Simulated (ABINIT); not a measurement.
Crystal: BIr.

```
Ir B
1.0
     3.04211    0.00000    0.00000
    -1.52105    2.63454    0.00000
     0.00000    0.00000    2.70297
Ir B
1 1
Direct
  0.66667 0.33333 0.00000
  0.00000 0.00000 0.50000
```

The cell comes from a database or a generator and needn't be the stable form of this composition.

| Item | Value |
| --- | --- |
| Program | ABINIT 10.8.3 (patched build) |
| Task | relaxation of cell and atoms |
| Functional | RPBE |
| Potentials or basis | JTH PAW PBE v2.0 |
| Cutoff | 517 eV |
| k mesh | 10 × 10 × 10 |
| Occupations | fermi-dirac, width 0.05 eV |
| Spin | no spin polarisation |

At the start: pressure 6.3 GPa; volume 10.83 Å³/atom.

Where does the relaxation end?

Over 3 steps the energy falls by 4.3 meV/atom and the volume is 11.04 Å³/atom (+1.9 %); space group P-6m2 (No. 187, to 0.05 Å).

Step by step:
```csv
step,energy change (eV),largest force (eV/Å),pressure (GPa),volume (Å³)
1,0.0000,0.0000,6.26,21.66
2,-0.0086,0.0000,0.05,22.08
3,-0.0086,0.0000,0.00,22.08
```

Final structure:
```
Ir B
1.0
     3.05836    0.00000    0.00000
    -1.52918    2.64862    0.00000
     0.00000    0.00000    2.72631
Ir B
1 1
Direct
  0.66667 0.33333 0.00000
  0.00000 0.00000 0.50000
```

Caveat: the PAW data sets were made with another functional, which shifts forces and pressure a little; the atomic spheres overlap.
